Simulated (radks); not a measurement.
**The series with 18 electrons, Ar to Fe⁸⁺**

Aim: how levels and radii change as the nucleus grows at a fixed number of electrons, each ion in its NIST ground configuration.

Method: non-relativistic Kohn-Sham, r2SCAN, spin-polarised, spherical densities, point nucleus. Code: radks (a radial shooting solver on a logarithmic mesh, Libxc functionals) version 1.

**1. The atom as given**

* electrons: 18
* ions: Ar, K⁺, Ca²⁺, Sc³⁺, Ti⁴⁺, V⁵⁺, Cr⁶⁺, Mn⁷⁺, Fe⁸⁺
* configuration: NIST ground configuration of each

**2. Ar, [Ar]**

Settings of this run:

```text
Z 18
configuration [Ar]
relativity non-relativistic
functional r2scan,r2scan
spin polarised
nucleus point
```

Started as:

```bash
$ python run_ks.py task.json out
```

The same process makes all the runs of this session.

**3. K⁺, [Ar]**

Settings, as their differences from step 2:

```diff
@@ -1,2 +1,2 @@
-Z 18
+Z 19
 configuration [Ar]
```

**4. Ca²⁺, [Ar]**

Settings, as their differences from step 3:

```diff
@@ -1,2 +1,2 @@
-Z 19
+Z 20
 configuration [Ar]
```

**5. Sc³⁺, [Ar]**

Settings, as their differences from step 4:

```diff
@@ -1,2 +1,2 @@
-Z 20
+Z 21
 configuration [Ar]
```

**6. Ti⁴⁺, [Ar]**

Settings, as their differences from step 5:

```diff
@@ -1,2 +1,2 @@
-Z 21
+Z 22
 configuration [Ar]
```

**7. V⁵⁺, [Ar]**

Settings, as their differences from step 6:

```diff
@@ -1,2 +1,2 @@
-Z 22
+Z 23
 configuration [Ar]
```

**8. Cr⁶⁺, [Ar]**

Settings, as their differences from step 7:

```diff
@@ -1,2 +1,2 @@
-Z 23
+Z 24
 configuration [Ar]
```

**9. Mn⁷⁺, [Ar]**

Settings, as their differences from step 8:

```diff
@@ -1,2 +1,2 @@
-Z 24
+Z 25
 configuration [Ar]
```

**10. Fe⁸⁺, [Ar]**

Settings, as their differences from step 9:

```diff
@@ -1,2 +1,2 @@
-Z 25
+Z 26
 configuration [Ar]
```

**Question.** What will these runs give? Wanted: for each run, ion; E; ε(1s); ε(2s); ε(2p); ε(3s); ε(3p); <r>(3p).

**Answer**, as computed:

```
 ion  E (hartree)  ε(1s) (eV)  ε(2s) (eV)  ε(2p) (eV)  ε(3s) (eV)  ε(3p) (eV)  <r>(3p) (bohr)
  Ar   -527.51772     -3122.0     -300.27     -233.12     -25.173     -10.727           1.658
  K⁺   -599.73128     -3527.6     -362.63     -289.82     -42.497     -25.480           1.425
Ca²⁺   -676.88079     -3961.1     -432.49     -353.99     -63.376     -43.760           1.258
Sc³⁺   -758.95295     -4422.1     -509.61     -425.39     -87.609     -65.384           1.131
Ti⁴⁺   -845.93944     -4910.6     -593.87     -503.89     -115.09     -90.254           1.029
 V⁵⁺   -937.83463     -5426.5     -685.16     -589.42     -145.77     -118.31          0.9450
Cr⁶⁺  -1034.63450     -5969.8     -783.45     -681.93     -179.59     -149.51          0.8746
Mn⁷⁺  -1136.33610     -6540.4     -888.69     -781.37     -216.53     -183.84          0.8145
Fe⁸⁺  -1242.93720     -7138.3     -1000.9     -887.72     -256.58     -221.26          0.7625
```

What this shows: From Ar to Fe⁸⁺ the 3p level deepens by a factor 20.6 and shrinks by a factor 2.17. The order of these tabulated levels, which need not hold every outer shell, does not change along the series.
